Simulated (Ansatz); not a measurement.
**BH5O2SSi: up Jacob's ladder to CCSD(T)**

The task here is to estimate one member of a computed series from the others.

Method: functionals in def2-TZVPP, the program's frozen cores in correlated methods; program: Ansatz 0.2.0, Gaussian basis.

The runs, in order: LDA (SPW92), PBE-D4, revPBE-D4, BLYP-D4, r2SCAN-D4, B97M-V, PBE0-D4, B3LYP-D4, r2SCANh-D4, r2SCAN0-D4, HSE06-D4, BHLYP-D4, CAM-B3LYP-D4, LC-ωPBE, ωB97X-V, ωB97M-V, B2PLYP, PBE-QIDH; CCSD(T)/def2-SVP; CCSD(T)/def2-TZVPP; MP2/def2-QZVPP; extrapolation to the limit; RPA on PBE.

**The relaxed structure**

The geometry comes from an earlier relaxation with PBE0-D4 in a triple-zeta def2 set; it is a stationary point, not always the lowest conformer.

SMILES `OB(O)S[SiH3]`, 10 atoms, charge 0, spin multiplicity 1.

Atoms are counted from 1 here; the program's logs count them from 0.

Bond lengths: O1–B2 1.354 Å, O1–H6 0.960 Å, B2–O3 1.355 Å, B2–S4 1.856 Å, O3–H7 0.959 Å, S4–Si5 2.129 Å, Si5–H8 1.481 Å, Si5–H9 1.492 Å, Si5–H10 1.483 Å. Angles: B2–O1–H6 114.7°, O1–B2–O3 116.9°, O1–B2–S4 125.0°, O3–B2–S4 118.1°, B2–O3–H7 113.9°, B2–S4–Si5 102.2°, S4–Si5–H8 107.3°, S4–Si5–H9 110.0°, S4–Si5–H10 112.1°, H8–Si5–H9 109.1°, H8–Si5–H10 110.2°, H9–Si5–H10 108.1°.

Coordinates:

```xyz
10

O    -1.3023   -0.8555   -0.8526
B    -0.1310   -0.3566   -1.3132
O     0.2408   -0.7221   -2.5644
S     0.9718    0.8060   -0.3769
Si    0.3208    0.5267    1.6313
H    -1.5898   -0.4931   -0.0113
H     1.1038   -0.3955   -2.8244
H     0.8026    1.6873    2.4150
H    -1.1702    0.4872    1.6842
H     0.8365   -0.7355    2.2153
```

Set-up of the first run:

Input file in.yaml:

```yaml
crystal:
  periodic: [false, false, false]
  atoms:
    - {symbol: O, position_ang: [-1.302318, -0.855537, -0.852647]}
    - {symbol: B, position_ang: [-0.131010, -0.356641, -1.313202]}
    - {symbol: O, position_ang: [0.240833, -0.722150, -2.564407]}
    - {symbol: S, position_ang: [0.971818, 0.806037, -0.376864]}
    - {symbol: Si, position_ang: [0.320757, 0.526723, 1.631256]}
    - {symbol: H, position_ang: [-1.589778, -0.493062, -0.011282]}
    - {symbol: H, position_ang: [1.103826, -0.395502, -2.824399]}
    - {symbol: H, position_ang: [0.802631, 1.687258, 2.414963]}
    - {symbol: H, position_ang: [-1.170151, 0.487238, 1.684172]}
    - {symbol: H, position_ang: [0.836491, -0.735461, 2.215310]}
basis:
  gaussian: {orbitals: def2-TZVPP}
hamiltonian: {xc: lda}
output: {orbitals: {seedname: orbitals}}
```

The run is started by

```bash
> ansatz run in.yaml --threads 4 --pin off --events-out ev --progress --plain --max-ram 10444MiB
```

Among the steps run: LDA; PBE-D4 (GGA); revPBE-D4 (GGA); BLYP-D4 (GGA); r2SCAN-D4 (meta-GGA); B97M-V (meta-GGA); PBE0-D4 (hybrid); B3LYP-D4 (hybrid); r2SCANh-D4 (hybrid); r2SCAN0-D4 (hybrid); HSE06-D4 (hybrid); BHLYP-D4 (hybrid); CAM-B3LYP-D4 (range-separated); LC-ωPBE (range-separated); ωB97X-V (range-separated); ωB97M-V (range-separated); B2PLYP (double hybrid); PBE-QIDH (double hybrid).

One of the session's tables, all rows but one given; the rest of the session is left out.

It belongs to the step «Frontier levels by functional». 

```
  functional  HOMO (eV)  gap (eV)
 LDA (SPW92)      -6.64      5.29
      PBE-D4      -6.51      5.44
   revPBE-D4      -6.47      5.51
     BLYP-D4      -6.35      5.40
   r2SCAN-D4      -6.82      6.15
      B97M-V      -6.95      6.10
     PBE0-D4      -7.76      7.54
    B3LYP-D4      -7.50      7.06
  r2SCANh-D4      -7.28      6.89
  r2SCAN0-D4      -7.96      7.99
    HSE06-D4      -7.36      6.77
    BHLYP-D4          ?         ?
CAM-B3LYP-D4      -9.06      9.81
     LC-ωPBE     -10.45     12.39
     ωB97X-V     -10.09     11.89
     ωB97M-V      -9.92     11.39
```

Q: Estimate the row for BHLYP-D4 from the others.

Worked estimate for «HOMO (eV)». Against the share of exact exchange, BLYP-D4 (0, -6.35), B3LYP-D4 (0.2, -7.50) give a slope of -5.75 per unit share; at 0.5 the line stands at -9.22.

**Answer.** HOMO (eV): -8.85; gap (eV): 9.49. In «HOMO (eV)» the line misses by -0.37.
